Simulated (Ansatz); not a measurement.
# 5 CO + 6 SiH4 in a periodic box: molecular dynamics, part 3 of 3

The plan is to see how the packed molecules move, order and perhaps react. The start is relaxed first. Runs: 110 steps of 0.5 fs under a Langevin thermostat at 400 K; 180 steps of 0.75 fs under a Langevin thermostat at 400 K. The molecules were packed at random to 0.656 g/cm³.

Ansatz 0.2.0; DFT PBE+D3(BJ), plane waves, PAW, scalar-relativistic, no spin polarisation.

## 8. Run 2

180 steps of 0.75 fs under a Langevin thermostat at 400 K, starting from the last frame of an earlier run, with new velocities.

The input, input.yaml:

```yaml
accuracy: low
crystal:
  lattice:
    - [9.44287, 0.0, 0.0]
    - [0.0, 9.44287, 0.0]
    - [0.0, 0.0, 9.44287]
  atoms:
    - { symbol: O, position: [0.53375467, 0.60877437, 0.02472546] }
    - { symbol: C, position: [0.55709417, 0.6656395, 0.12802518] }
    - { symbol: O, position: [0.02616601, 0.35163501, 0.01902531] }
    - { symbol: C, position: [0.06228852, 0.39625748, 0.12585007] }
    - { symbol: O, position: [0.89114083, 0.12273785, 0.411192] }
    - { symbol: C, position: [0.91187313, 0.08751655, 0.5248776] }
    - { symbol: O, position: [0.54986543, -0.03127385, 0.55057214] }
    - { symbol: C, position: [0.48234613, 0.06202271, 0.51344094] }
    - { symbol: O, position: [0.78567968, 0.29542532, 0.73049686] }
    - { symbol: C, position: [0.72456737, 0.19929338, 0.77264461] }
    - { symbol: Si, position: [0.57663149, 0.1940866, 0.1545186] }
    - { symbol: H, position: [0.53784453, 0.16556327, 0.30806899] }
    - { symbol: H, position: [0.72801252, 0.23424194, 0.129245] }
    - { symbol: H, position: [0.53656162, 0.06070582, 0.09905817] }
    - { symbol: H, position: [0.46334714, 0.29339093, 0.1039886] }
    - { symbol: Si, position: [0.96209281, 0.77498341, 0.94233025] }
    - { symbol: H, position: [0.98775244, 0.87492709, 1.06027509] }
    - { symbol: H, position: [0.91729324, 0.63061516, 0.98991172] }
    - { symbol: H, position: [0.8479183, 0.82526036, 0.84036428] }
    - { symbol: H, position: [1.11103724, 0.78408343, 0.86598716] }
    - { symbol: Si, position: [0.76234461, 0.57720666, 0.45551291] }
    - { symbol: H, position: [0.84819533, 0.52080423, 0.58580813] }
    - { symbol: H, position: [0.63212365, 0.48528671, 0.48135849] }
    - { symbol: H, position: [0.73559285, 0.73024101, 0.46302853] }
    - { symbol: H, position: [0.8418428, 0.54630641, 0.32672085] }
    - { symbol: Si, position: [0.1859226, 0.76963105, 0.34644702] }
    - { symbol: H, position: [0.15946673, 0.66738993, 0.22696193] }
    - { symbol: H, position: [0.31555302, 0.73068748, 0.43313433] }
    - { symbol: H, position: [0.22151035, 0.90694803, 0.28266024] }
    - { symbol: H, position: [0.06774382, 0.78238138, 0.44469522] }
    - { symbol: Si, position: [0.26751602, 0.39404455, 0.61018096] }
    - { symbol: H, position: [0.23598329, 0.41992895, 0.45767488] }
    - { symbol: H, position: [0.30353211, 0.5163156, 0.70768689] }
    - { symbol: H, position: [0.14263026, 0.32761997, 0.66996176] }
    - { symbol: H, position: [0.38000695, 0.29775767, 0.63016653] }
    - { symbol: Si, position: [0.30133141, 0.99847379, 0.85808605] }
    - { symbol: H, position: [0.29946078, 0.97953238, 1.01584522] }
    - { symbol: H, position: [0.33596183, 0.85804943, 0.77980286] }
    - { symbol: H, position: [0.15488498, 1.04694456, 0.81580476] }
    - { symbol: H, position: [0.41858294, 1.10466671, 0.82087565] }
basis:
  ecutwfc: 420.0
kpoints:
  mp_grid: { grid: [1, 1, 1] }
hamiltonian:
  xc: pbe
  dispersion: d3bj
scf:
  occupations: { method: fermi_dirac, width: 0.02 }
  lower_state_search: "off"
md:
  timestep: 0.75
  n_steps: 180
  ensemble: nvt_langevin
  temperature: 400.0
  initial_velocities: maxwell_boltzmann
  seed: 192706
  friction: 0.01
```

On the command line:

```bash
ansatz run input.yaml --threads 1 --pin off --max-ram 3072MiB --backend cpu --events-out ev --progress --plain --runs-dir out
```

Standard output, shortened:

```text
Warning: md: disabling space-group detection — thermal motion breaks the input geometry's symmetry, so no spatial operation reduces the k-mesh or symmetrises the density; time reversal is kept, so that k and −k are solved as one point where they differ and the mesh holds both, and exact [...]
Warning: RAYON_NUM_THREADS=1 ignored (pool sized by the plan → 1); use --threads N
[...]
Pseudopotentials: kind: paw
Pseudopotential: O, paw, valence charge 6, recommended cutoff 420 eV (normal), O.paw.azcp
Pseudopotential: C, paw, valence charge 4, recommended cutoff 420 eV (normal), C.paw.azcp
[...]
Bands: 89, of which v1, the nominal top of the filled ones, is band 49 counted from 1 (48 counted from 0)
Symmetry: 1 space group operations
k-points: 1
[...]
SCF iter   1: F=—  HF=-8279.193669 eV  |F-HF|=—  |Δ(HF+E_count)|=         —  Δρ=3.88e-3  dr2=1.26e-1  ethr=1.77e-3  ⟨swp⟩=7.0  Hψ=485  notcnv=0  defer=17
[...]
md step     0: t =     0.00 fs  T =   390.0 K  F+E_penalty+E_count = -8279.17741215 eV  E_kin = 2.016456 eV  (10 SCF iters)
[...]
md step     6: t =     4.50 fs  T =   379.9 K  F+E_penalty+E_count = -8279.07432069 eV  E_kin = 1.964333 eV  (6 SCF iters, 3 dispersion substeps)
md step     7: t =     5.25 fs  T =   365.5 K  F+E_penalty+E_count = -8279.07429063 eV  E_kin = 1.889885 eV  (7 SCF iters, 3 dispersion substeps)
```

## 9. More of the same log: dynamics from the last frame of the run before

Output, continued, shortened:

```text
md step     8: t =     6.00 fs  T =   349.2 K  F+E_penalty+E_count = -8279.05119332 eV  E_kin = 1.805734 eV  (7 SCF iters, 3 dispersion substeps)
[...]
md step    23: t =    17.25 fs  T =   372.6 K  F+E_penalty+E_count = -8279.25904184 eV  E_kin = 1.926530 eV  (7 SCF iters, 3 dispersion substeps)
[...]
md step    38: t =    28.50 fs  T =   348.1 K  F+E_penalty+E_count = -8279.10482920 eV  E_kin = 1.799781 eV  (7 SCF iters, 3 dispersion substeps)
[...]
  atom   3  O     -1.00882797     0.38391580     0.86000463
  atom   4  C      1.04143887    -0.23690833    -0.78499476
  atom   5  O     -0.09551232    -0.16053579     1.19852460
  atom   6  C      0.05481609     0.18509151    -1.21657085
  atom   7  O      2.84221483    -0.50828510     0.20498692
  atom   8  C     -2.73455937     0.63714714    -0.09995321
[...]
--- MD trajectory: 180 steps, t = 0.0 → 135.0 fs ---
  final state: T = 411.8 K   F+E_penalty+E_count = -8279.03744120 eV   E_kin = 2.128993 eV
```

Run time: 14 min. Hardware: 1 thread of Arm Neoverse V1, shared host; peak memory 0.65 GiB.

## 10. What the atoms did

The trajectory, every 7 steps (energies from step 0); msd is the mean square displacement from the start, the centre of mass held:

```csv
time (fs),T (K),potential energy change (meV/atom),msd H (Å²),msd C (Å²),msd O (Å²),msd Si (Å²)
0.0,390,0.0,0.000,0.000,0.000,0.000
5.2,366,2.6,0.025,0.002,0.001,0.001
10.5,325,3.7,0.067,0.008,0.002,0.003
15.8,386,-4.0,0.112,0.018,0.005,0.006
21.0,368,-0.6,0.177,0.033,0.009,0.010
26.2,318,5.7,0.232,0.049,0.016,0.016
31.5,362,-1.3,0.292,0.067,0.022,0.023
36.8,403,-3.2,0.371,0.090,0.030,0.031
42.0,350,4.0,0.479,0.112,0.040,0.039
47.2,314,8.7,0.607,0.137,0.051,0.046
52.5,358,3.4,0.711,0.163,0.061,0.054
57.8,370,-1.4,0.802,0.188,0.075,0.065
63.0,284,9.5,0.881,0.216,0.087,0.075
68.2,314,7.3,0.905,0.246,0.101,0.089
73.5,357,-3.0,0.936,0.276,0.117,0.100
78.8,304,7.2,0.987,0.310,0.130,0.108
84.0,300,9.8,1.009,0.343,0.144,0.119
89.2,374,-0.8,1.045,0.382,0.160,0.132
94.5,365,-0.2,1.071,0.430,0.173,0.146
99.8,291,8.3,1.088,0.473,0.185,0.165
105.0,334,2.7,1.127,0.510,0.200,0.186
110.2,379,2.5,1.157,0.547,0.214,0.207
115.5,355,5.8,1.168,0.564,0.233,0.232
120.8,392,4.5,1.223,0.579,0.253,0.256
126.0,369,5.4,1.271,0.596,0.274,0.277
131.2,396,6.2,1.317,0.600,0.302,0.300
135.0,412,3.5,1.365,0.600,0.320,0.318
```

time (fs), T (K) and a bar:
```
      0.0        390 ####################
      6.0        349 ############
     12.0        353 ############
     17.2        373 ################
     23.2        367 ###############
     29.2        373 ################
     35.2        410 ########################
     41.2        353 #############
     47.2        314 #####
     52.5        358 #############
     58.5        380 ##################
     64.5        297 #
     70.5        344 ###########
     76.5        363 ###############
     82.5        320 ######
     87.8        332 ########
     93.8        350 ############
     99.8        291 
    105.8        354 #############
    111.8        433 #############################
    117.8        332 ########
    123.0        344 ###########
    129.0        440 ##############################
    135.0        412 ########################
```

Pair distribution over the second half of the run:

```csv
r (Å),g H–H,g Si–H,g O–H
0.68,0.00,0.00,0.00
0.84,0.00,0.00,0.00
1.00,0.00,0.00,0.00
1.16,0.00,0.00,0.00
1.32,0.00,1.88,0.00
1.48,0.00,24.65,0.00
1.64,0.00,4.68,0.00
1.80,0.00,0.00,0.00
1.96,0.10,0.00,0.00
2.12,0.25,0.00,0.00
2.28,2.07,0.00,0.00
2.44,5.48,0.00,0.00
2.60,2.17,0.03,0.08
2.76,0.69,0.17,0.47
2.92,0.80,0.16,0.96
3.08,0.67,0.29,1.52
3.24,0.55,0.47,0.68
3.40,0.56,0.52,0.76
3.56,0.66,0.69,1.12
3.72,0.62,1.12,1.23
3.88,0.85,1.15,1.26
4.04,0.94,0.87,1.62
4.20,0.86,0.79,1.44
4.36,0.94,0.69,0.92
4.52,0.90,0.82,1.31
4.68,0.90,1.16,1.43
```

First peaks of g(r) (not always the tallest), and, where a minimum follows, the mean number of second-named atoms round a first-named one up to the next minimum:

```csv
pair,peak (Å),height,minimum (Å),neighbours
H–H,2.44,5.5,2.76,3.5
Si–H,1.48,24.6,1.80,4.0
O–H,3.08,1.5,3.32,2.0
```

## 11. Positions and forces

Extended XYZ, with forces in eV/Å:

```xyz
40
Lattice="9.443 0.000 0.000 0.000 9.443 0.000 0.000 0.000 9.443" Properties=species:S:1:pos:R:3:forces:R:3 pbc="T T T" time_fs=67.5 T=313 dE=0.2827
O     5.226    5.437    0.207    0.002   -0.026   -0.029
C     5.081    5.990    1.187   -0.103    0.065   -0.029
O     0.329    3.232    0.118    0.399   -0.312   -2.479
C     0.168    3.371    1.212   -0.364    0.321    2.501
O     8.451    0.924    3.504   -0.233    0.159   -0.495
C     8.939    0.554    4.454    0.197   -0.119    0.517
O     5.109   -0.438    5.086   -1.801    1.313   -0.125
C     4.139    0.182    4.980    1.865   -1.185    0.161
O     7.705    2.783    7.184   -0.280   -0.492    0.152
C     7.148    1.845    7.519    0.274    0.464   -0.204
Si    5.595    1.814    1.462   -0.404    0.390   -2.456
H     5.677    2.077    2.859   -0.156    0.380    1.235
H     6.541    2.653    0.664    0.413   -0.043    0.365
H     5.934    0.388    1.199   -0.175   -0.057    0.011
H     4.340    2.300    0.673    0.423   -0.528    0.972
Si    8.739    7.409    8.748   -0.125   -0.143   -0.997
H     8.286    8.284    9.870   -0.147    0.163   -0.249
H     7.712    6.390    8.328   -0.083    0.263    0.189
H     9.180    8.109    7.438   -0.316   -0.256    0.882
H     9.829    6.602    9.308    0.527   -0.148    0.067
Si    7.134    5.468    4.391   -2.421    1.800   -1.295
H     8.444    5.177    4.715    2.368   -0.155    0.626
H     6.310    4.547    5.192   -0.416   -0.234   -0.114
H     6.617    6.927    4.545    0.587   -0.826    0.462
H     6.998    5.470    2.880   -0.006   -0.656    0.336
Si    1.988    7.234    3.490   -0.012   -0.395   -1.017
H     1.441    5.904    3.061    0.125    0.023    0.130
H     3.441    7.096    3.852   -0.383    0.036    0.218
H     1.934    8.048    2.219   -0.011    0.105    0.333
H     1.037    7.762    4.499    0.213    0.158    0.232
Si    2.515    3.834    5.734    1.912   -1.421    0.526
H     2.878    4.266    4.405    0.185    0.397   -0.815
H     1.864    4.914    6.437   -0.974    0.335    0.388
H     2.075    2.399    5.551   -0.581    0.520    0.325
H     3.833    3.655    6.525   -0.541    0.122   -0.384
Si    2.709    9.426    8.521   -1.552    0.578   -0.652
H     3.253    9.650    9.825    0.429   -0.073    0.999
H     3.147    8.193    7.891    0.255   -0.694   -0.194
H     1.170    9.431    8.607    0.803    0.016    0.029
H     3.094   10.563    7.656    0.109    0.156   -0.125
40
Lattice="9.443 0.000 0.000 0.000 9.443 0.000 0.000 0.000 9.443" Properties=species:S:1:pos:R:3:forces:R:3 pbc="T T T" time_fs=135.0 T=412 dE=0.1400
O     5.136    5.204    0.284    0.040   -0.112   -0.365
C     4.859    5.843    1.177   -0.132    0.255    0.163
O     0.641    2.999    0.014   -1.009    0.384    0.860
C    -0.213    3.250    0.739    1.041   -0.237   -0.785
O     8.758    0.620    3.223   -0.096   -0.161    1.198
C     8.699    0.446    4.354    0.055    0.185   -1.217
O     5.106   -0.230    5.120    2.842   -0.508    0.205
C     4.017   -0.018    5.045   -2.735    0.637   -0.100
O     7.768    2.304    7.044    0.662    2.507   -2.002
C     7.543    1.451    7.718   -0.675   -2.412    1.846
Si    5.634    2.033    1.400    0.872   -0.115    0.091
H     6.357    2.144    2.731   -0.072    0.404   -0.404
H     6.312    2.789    0.230   -0.221   -0.652    0.784
H     5.657    0.513    1.280   -0.309    0.550   -0.361
H     4.321    2.704    1.537   -0.317   -0.257    0.077
Si    8.406    7.584    8.636   -0.888   -0.264    0.994
H     7.457    8.497    9.480    0.721   -0.674   -0.569
H     7.700    6.295    8.288    0.060    0.125    0.274
H     8.692    8.148    7.329    0.315    0.519   -0.516
H     9.653    7.248    9.412   -0.164    0.135   -0.142
Si    6.968    5.488    4.268   -0.777   -0.098   -1.010
H     8.077    4.658    4.845    0.147    0.253   -0.425
H     5.765    4.996    5.036    0.074    0.230   -0.297
H     7.109    6.958    4.387    0.242    0.165    0.495
H     6.686    5.474    2.703    0.436   -0.562    1.308
Si    2.161    7.098    3.471   -0.759    0.960   -0.705
H     1.678    6.326    2.236    0.200    0.462    0.446
H     3.618    7.266    3.466    0.352   -0.168   -0.029
H     1.576    8.525    3.619    0.238   -0.892   -0.380
H     1.691    6.381    4.647   -0.074   -0.321    0.506
Si    2.370    3.875    5.711    0.866    0.039    0.666
H     2.780    3.805    4.264   -0.260    0.218    0.152
H     1.283    4.816    6.087   -0.404   -0.278   -0.308
H     2.090    2.436    6.125    0.090    0.523    0.058
H     3.509    4.559    6.506   -0.339   -0.707   -0.417
Si    2.736    9.589    8.932    0.961   -0.296    0.057
H     3.090    9.152   10.319   -0.321    0.012    0.033
H     2.933    8.367    8.059    0.154    0.433    0.027
H     1.355   10.022    8.749   -0.515    0.160    0.081
H     3.683   10.760    8.698   -0.303   -0.443   -0.286
```

On run 2: Against a set 400 K the second half averages 355 K with a spread of 43 K (in equilibrium 40 atoms would scatter by about 52 K, over a far longer run). Over the second half H atoms stand 1.1 Å (root mean square) from where they began, and the farthest move is 2.0 Å.

## 12. Results

The summary covers parts 1 to 3.

```
                                    quantity                                    value
                     relaxation of the start                 13 moves, 1.532 eV lower
                               run 1: length                      110 steps of 0.5 fs
     run 1: temperature, first and last step                            390 and 423 K
             run 1: temperature, second half            mean 367 K, from 270 to 437 K
        run 1: potential energy, second half  +27 meV/atom from this run's first step
run 1: mean square displacement, second half   H 0.304, C 0.098, O 0.070, Si 0.018 Å²
                               run 2: length                     180 steps of 0.75 fs
     run 2: temperature, first and last step                            390 and 412 K
             run 2: temperature, second half            mean 355 K, from 265 to 461 K
        run 2: potential energy, second half   +3 meV/atom from this run's first step
run 2: mean square displacement, second half     H 1.1, C 0.458, O 0.196, Si 0.183 Å²
```

**Reading.** Mean temperatures of the second halves: 367 K, 355 K. In the last run: over the second half H atoms stand 1.1 Å (root mean square) from where they began, and the farthest move is 2.0 Å. A run of 135 fs with 40 atoms shows the motion but fixes no equilibrium value. The nuclei move classically, without zero-point motion, which matters most for hydrogen. Accuracy level and mesh were kept low to afford the steps.
